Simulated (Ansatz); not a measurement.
# RuSiH₂ (singlet): the correlation ladder, def2-SVP

An exercise on one series of results from a longer session: the logs are not shown, and one member is left open.

Method: def2-SVP, core rule «outside noble gas», up to 9 orbitals frozen; program: Ansatz 0.2.0, Gaussian basis.

The runs, in order: UHF; CCSD(T) on RHF; CCSD(T) on UHF; CISD; CCSDT(Q) on RHF; CCSDT(Q) on UHF; CASSCF and MRCISD+Q, 8 electrons in 8 orbitals; CASSCF and NEVPT2, 8 electrons in 8 orbitals.

21 further runs of the same task are left out: 8 that didn't finish, 13 set aside as unsound or not needed. Runs told in other sessions of the task aren't counted.

**The system**

The geometry is a PBE0/def2-TZVP stationary point (not a proven minimum) of the parent state, kept for this charge and spin. No spin-orbit coupling is included. Elements past krypton take def2 core potentials.

4 atoms, charge 0, spin multiplicity 1.

Atoms are counted from 1 here; the program's logs count them from 0.

Bond lengths: Ru1–Si2 2.173 Å, Si2–H3 1.502 Å, Si2–H4 1.502 Å. Angles: Ru1–Si2–H3 128.4°, Ru1–Si2–H4 128.4°, H3–Si2–H4 103.2°.

The first run:

in.yaml reads:

```yaml
crystal:
  periodic: [false, false, false]
  atoms:
    - {symbol: Ru, position_ang: [0.000000, 0.000000, 0.512908]}
    - {symbol: Si, position_ang: [0.000000, 0.000000, -1.659692]}
    - {symbol: H, position_ang: [0.000000, 1.176953, -2.592592]}
    - {symbol: H, position_ang: [0.000000, -1.176953, -2.592592]}
basis:
  gaussian: {orbitals: def2-SVP}
magnetization: {spin_polarized: true, initial_magnetization: 0}
hamiltonian: {xc: hf}
output: {orbitals: {seedname: orbitals}}
```

Started as:

```sh
> ansatz run in.yaml --threads 1 --pin off --events-out ev --progress --plain --max-ram 2393MiB
```

Among the steps run: UHF; CCSD(T) on RHF; CCSD(T) on UHF; CISD; CCSDT(Q) on RHF; CCSDT(Q) on UHF; CASSCF and MRCISD+Q, 8 electrons in 8 orbitals; CASSCF and NEVPT2, 8 electrons in 8 orbitals.

One of the session's tables, all rows but one given; the rest of the session is left out.

| method | from RCCSDT(Q) (kcal/mol) |
| --- | --- |
| RHF | +223.54 |
| RMP2 | +28.36 |
| UMP2 | ? |
| CISD | +44.40 |
| RCCSD | +19.30 |
| UCCSD | -1.36 |
| RCCSD(T) | +6.37 |
| UCCSD(T) | -13.10 |
| RCCSDT | +3.01 |
| UCCSDT | -19.19 |
| RCCSDT(Q) | 0 |
| UCCSDT(Q) | -21.93 |
| CASSCF frontier | +161.21 |
| NEVPT2 frontier | +25.87 |
| MRCISD frontier | +18.87 |
| MRCISD+Q frontier | +4.03 |

Q: Estimate the row for UMP2 from the others.

The run gave: from RCCSDT(Q) (kcal/mol): +29.51. In the column «from RCCSDT(Q) (kcal/mol)» it lies between RMP2 (+28.36) and CISD (+44.40).

Left out of the table: UHF (another determinant or state than the rows shown).

To keep in mind: The determinant of HF (⟨S²⟩ 1.75) is far from a pure spin state, so its energy mixes those of several spin states; that is harmless only where they are near-degenerate. The determinant of CCSD(T) (⟨S²⟩ 1.76) is far from a pure spin state, so its energy mixes those of several spin states; high orders of coupled cluster remove much of that, low ones don't. The determinant of CCSDT(Q) (⟨S²⟩ 1.76) is far from a pure spin state, so its energy mixes those of several spin states; high orders of coupled cluster remove much of that, low ones don't. The program flags UCCSD(T), UCCSDT(Q) as in doubt, so read those rows with care; the flags are large difference, lower state, other amplitudes. Warnings: restricted reference is unstable; spin contamination; coupled cluster took another determinant than the lowest; large T1 diagnostic. Restricted and unrestricted rows rest on different reference determinants; a gap between their highest levels can come from leftover correlation error, from unlike frozen cores or from another state.
